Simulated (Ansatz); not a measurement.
# ClGeH5SSi: one species, many methods

An exercise on one series of results from a longer session: the logs are not shown, and one member is left open.

Program: Ansatz 0.2.0, Gaussian basis. Level of theory: functionals in def2-TZVPP, the program's frozen cores in correlated methods. These are calculated values, not measurements.

The runs, in order: LDA (SPW92), PBE-D4, revPBE-D4, BLYP-D4, r2SCAN-D4, B97M-V, PBE0-D4, B3LYP-D4, r2SCANh-D4, r2SCAN0-D4, HSE06-D4, BHLYP-D4, CAM-B3LYP-D4, LC-ωPBE, ωB97X-V, ωB97M-V, B2PLYP, PBE-QIDH; CCSD(T)/def2-SVP; CCSD(T)/def2-TZVPP; MP2/def2-QZVPP; extrapolation to the limit; RPA on PBE.

## Structure used throughout

All runs share one geometry, relaxed beforehand with PBE0-D4 in a triple-zeta def2 set.

SMILES `Cl[SiH2][S][GeH3]`, 9 atoms, charge 0, spin multiplicity 1.

Atoms are counted from 1 here; the program's logs count them from 0.

Bond lengths: Cl1–Si2 2.048 Å, Si2–S3 2.119 Å, Si2–H5 1.481 Å, Si2–H6 1.483 Å, S3–Ge4 2.233 Å, Ge4–H7 1.531 Å, Ge4–H8 1.534 Å, Ge4–H9 1.538 Å. Angles: Cl1–Si2–S3 108.1°, Cl1–Si2–H5 107.8°, Cl1–Si2–H6 108.5°, S3–Si2–H5 111.6°, S3–Si2–H6 110.9°, H5–Si2–H6 109.8°, Si2–S3–Ge4 95.3°, S3–Ge4–H7 106.1°, S3–Ge4–H8 109.6°, S3–Ge4–H9 108.7°, H7–Ge4–H8 111.3°, H7–Ge4–H9 110.9°, H8–Ge4–H9 110.1°.

The first run:

Input file in.yaml:

```yaml
crystal:
  periodic: [false, false, false]
  atoms:
    - {symbol: Cl, position_ang: [-1.907821, 1.803014, 2.251860]}
    - {symbol: Si, position_ang: [-1.091288, 0.417428, 0.983886]}
    - {symbol: S, position_ang: [0.217268, 1.428706, -0.340682]}
    - {symbol: Ge, position_ang: [1.201907, -0.422498, -1.109263]}
    - {symbol: H, position_ang: [-2.200522, -0.241531, 0.257227]}
    - {symbol: H, position_ang: [-0.354675, -0.583585, 1.793345]}
    - {symbol: H, position_ang: [1.691366, -0.087949, -2.521346]}
    - {symbol: H, position_ang: [2.369476, -0.803996, -0.189926]}
    - {symbol: H, position_ang: [0.162889, -1.555891, -1.142300]}
basis:
  gaussian: {orbitals: def2-TZVPP}
hamiltonian: {xc: lda}
output: {orbitals: {seedname: orbitals}}
```

Among the steps run: LDA; PBE-D4 (GGA); revPBE-D4 (GGA); BLYP-D4 (GGA); r2SCAN-D4 (meta-GGA); B97M-V (meta-GGA); PBE0-D4 (hybrid); B3LYP-D4 (hybrid); r2SCANh-D4 (hybrid); r2SCAN0-D4 (hybrid); HSE06-D4 (hybrid); BHLYP-D4 (hybrid); CAM-B3LYP-D4 (range-separated); LC-ωPBE-D4 (range-separated; the results give it without D4); ωB97X-V (range-separated); ωB97M-V (range-separated); B2PLYP (double hybrid); PBE-QIDH (double hybrid).

One table of the session follows, with a row left open; its other results are not shown here.

It belongs to the step «Orbital energies across the functionals». 

| functional | HOMO (eV) | gap (eV) |
| --- | --- | --- |
| LDA (SPW92) | -6.46 | 4.88 |
| PBE-D4 | -6.38 | 5.06 |
| revPBE-D4 | -6.34 | 5.13 |
| BLYP-D4 | -6.21 | 4.99 |
| r2SCAN-D4 | -6.67 | 5.67 |
| B97M-V | -6.82 | 5.72 |
| PBE0-D4 | ? | ? |
| B3LYP-D4 | -7.34 | 6.68 |
| r2SCANh-D4 | -7.12 | 6.42 |
| r2SCAN0-D4 | -7.78 | 7.55 |
| HSE06-D4 | -7.19 | 6.41 |
| BHLYP-D4 | -8.66 | 9.19 |
| CAM-B3LYP-D4 | -8.87 | 9.47 |
| LC-ωPBE | -10.26 | 12.05 |
| ωB97X-V | -9.92 | 11.59 |
| ωB97M-V | -9.74 | 11.17 |

Q: Estimate the row for PBE0-D4 from the others.

The run gave: HOMO (eV): -7.59; gap (eV): 7.18. In the column «HOMO (eV)» it lies between r2SCAN0-D4 (-7.78) and B3LYP-D4 (-7.34).
